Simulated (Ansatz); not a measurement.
# Two structures of Sc: comparison of enthalpies under pressure in Python

An exercise on one series of results from a longer session: the logs are not shown, and one member is left open.

Computed with Ansatz 0.2.0, driven from Python. Level of theory: DFT r2SCAN, plane waves, PAW.

## The structure

Sc P6_3/mmc: It takes space group P6_3/mmc (No. 194, hexagonal). Conventional cell: a = 3.280 Å, b = 3.280 Å, c = 5.356 Å, α = 90.00°, β = 90.00°, γ = 120.00°. Around Sc (site symmetry -6m2) lie 12 Sc at 3.28 Å.

Sc Im-3m: It takes space group Im-3m (No. 229, cubic). Conventional cell: a = 3.680 Å, b = 3.680 Å, c = 3.680 Å, α = 90.00°, β = 90.00°, γ = 90.00°. Sc (site symmetry m-3m) has 8 Sc at 3.19 Å as nearest neighbours.

No structure file is read: the coordinates are typed or built in the script.

Set-up of the first run:

transition_sc.py reads:

```python
# -*- coding: utf-8 -*-
import warnings

import ansatz as az
import numpy as np
from tabulate import tabulate

FUNCTIONAL = "r2SCAN"
SCF_TOL = 1e-08
CUTOFF = 550
KSPACING = 0.27
OCCUPATIONS = "gaussian"
WIDTH_EV = 0.1


def hcp(A, a):
    return (
        az.Lattice.from_parameters(a, a, 1.633 * a, alpha=90, beta=90, gamma=120)
        .space_group(194)
        .atom(A, (1 / 3, 2 / 3, 0.25))
    )


def bcc(first, a):
    return (
        az.Lattice.bcc(a)
        .space_group(229)
        .atom(first, (0, 0, 0))
        .primitive()
    )


def compute(name, crystal, pressure=0.0):
    calc = (
        crystal.calculation()
        .functional(FUNCTIONAL)
        .scf(tolerance=SCF_TOL)
        .basis(CUTOFF)
        .kpoints(spacing=KSPACING)
        .occupations(OCCUPATIONS, width=WIDTH_EV)
    )
    calc = calc.relax(force_tolerance=0.01, max_steps=40, cell=True, pressure=pressure)
    return calc.run(threads=1, backend="cpu")


def volume_per_atom(outcome):
    return abs(np.linalg.det(outcome.lattice.cell_ang)) / len(outcome.lattice.sites)


def main():
    warnings.simplefilter("ignore", az.DeckWarning)

    phases = {}
    phases["hcp"] = hcp("Sc", 3.28)
    phases["bcc"] = bcc("Sc", 3.68)

    pressures = [0, 5, 10, 20]
    enthalpy, volume = {name: [] for name in phases}, {name: [] for name in phases}
    for p in pressures:
        for name, crystal in phases.items():
            o = compute(name, crystal, pressure=p)
            volume[name].append(volume_per_atom(o))
            enthalpy[name].append(o.report["energy_sigma0_ev"] / len(o.lattice.sites) + p * volume[name][-1] / 160.21766)
    gap = np.array(enthalpy["bcc"]) - np.array(enthalpy["hcp"])
    rows = [(p, va, vb, 1000 * d) for p, va, vb, d in zip(pressures, volume["hcp"], volume["bcc"], gap)]
    print(tabulate(rows, headers=["P (GPa)", "V hcp (A^3/atom)", "V bcc (A^3/atom)", "H(bcc) - H(hcp) (meV/atom)"], floatfmt=".4f", tablefmt="psql"))
    crossings = [p0 - g0 * (p1 - p0) / (g1 - g0) for p0, p1, g0, g1 in zip(pressures, pressures[1:], gap, gap[1:]) if g0 * g1 < 0]
    print("crossing near", [round(float(p), 1) for p in crossings], "GPa") if crossings else print("no crossing in this range")


if __name__ == "__main__":
    main()
```

Command:

```sh
$ python transition_sc.py
```

One table of the session follows, with a row left open; its other results are not shown here.

Enthalpy H = E + pV of the second structure less the first:

```
pressure (GPa)  ΔH (meV/atom)
             0           75.5
             5              ?
            10           81.3
            20           84.5
```

Estimate the missing values for pressure (GPa) = 5.

Worked estimate for «ΔH (meV/atom)». A straight line through the neighbours (0, 75.5) and (10, 81.3) gives 75.5 + (81.3 − 75.5) × (5 − 0) / (10 − 0) = 78.4; a parabola fitted to 3 rows on both sides gives 78.7.

**Answer.** ΔH (meV/atom): 78.0. In «ΔH (meV/atom)» the line misses by +0.4 and the parabola by +0.7.

To keep in mind: The program warned that this SCF threshold is loose for forces or stresses. Only these two structures are compared, at zero temperature and with their symmetry kept; either may be hypothetical, and another phase may be lower than both. The script silences the warnings on its input, which a real study should read. Warnings in the runs' records: stress scf threshold loose.
